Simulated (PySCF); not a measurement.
# RuF2: triplet, from a bent start

Where does triplet RuF2 go from a bent start, is the end point a minimum, and what are its modes, charges and moments?

The runs use PySCF 2.14.0; PBE0, basis Ru def2-TZVP with ECP28, F def2-TZVP, scalar-relativistic core potentials, no spin–orbit coupling, density fitting.

## (1) Where the work starts

3 atoms, charge 0, spin multiplicity 3.

Bond lengths: Ru1–F2 1.890 Å, Ru1–F3 1.890 Å. Angles: F2–Ru1–F3 110.0°.

```xyz
3
charge 0 multiplicity 3
Ru    0.0000    0.0000    0.0000
F     1.5482    0.0000    1.0841
F    -1.5482    0.0000    1.0841
```

## (2) Finding the electronic state

One driver script runs all steps and calls PySCF; scf.py shows how it sets up the SCF of each step. The optimiser is the driver's own. After this first run the driver tries any further starts and a stability analysis.

scf.py

```python
from pyscf import gto, scf, dft
mol = gto.M(atom='''
Ru     0.000000     0.000000     0.000000
F      1.548200     0.000000     1.084100
F     -1.548200     0.000000     1.084100''',
    basis={'Ru': 'def2-TZVP', 'F': 'def2-TZVP'},
    ecp={'Ru': 'def2-TZVP'},
    charge=0, spin=2)
mf = dft.UKS(mol, xc='PBE0')
mf.grids.atom_grid = (50, 194)
aux = {'Ru': 'def2-universal-JKFIT', 'F': 'def2-universal-JKFIT'}
mf = mf.density_fit(auxbasis=aux)
mf.conv_tol = 1e-08
mf.diis_space = 10
mf.max_cycle = 60
mf.init_guess = 'minao'
mf.verbose = 4
mf.kernel()
```

Command:

```console
$ OMP_NUM_THREADS=4 python axn.py task.json out
```

The runs that follow: Relaxing the triplet from the bent start; Hessian and properties.

Before running it: what results should come out? Wanted: minimum; geometry; wavenumbers; dipole moment; highest occupied, lowest empty level; polar-tensor charge of Ru1; zero-point energy; atomisation energy; ⟨S²⟩.

As calculated:

```
                                          quantity                             value
                                           minimum     broken-symmetry (Ms = 1), D∞h
                                          geometry  Ru–F 1.853 Å (×2); F–Ru–F 180.0°
                                wavenumbers (cm⁻¹)                151, 158, 638, 682
                                     dipole moment                            0.00 D
highest occupied, lowest empty level (either spin)                   -7.69, -4.27 eV
                        polar-tensor charge of Ru1                           +1.44 e
                                 zero-point energy                        9.7 kJ/mol
                               entropy at 298.15 K                   268.4 J/(mol K)
         atomisation energy (no zero-point energy)                        828 kJ/mol
                                              ⟨S²⟩                             2.809
```

From C2v at the start the molecule goes to a D∞h minimum. The determinant is spin-contaminated (⟨S²⟩ = 2.81 against 2.00), so it is no pure spin state. The strongest infrared band lies at 682 cm⁻¹ (stretch). The dipole vanishes although Ru1 carries +1.4 e by the polar tensor: the bond dipoles cancel. The first SCF alone would have been 36 kJ/mol too high. Other starts or spin states, not run here, may lie lower. The SCF density has lower symmetry than the nuclear frame. Open d and f shells are described by one determinant, and the ground state may have another occupation or spin.
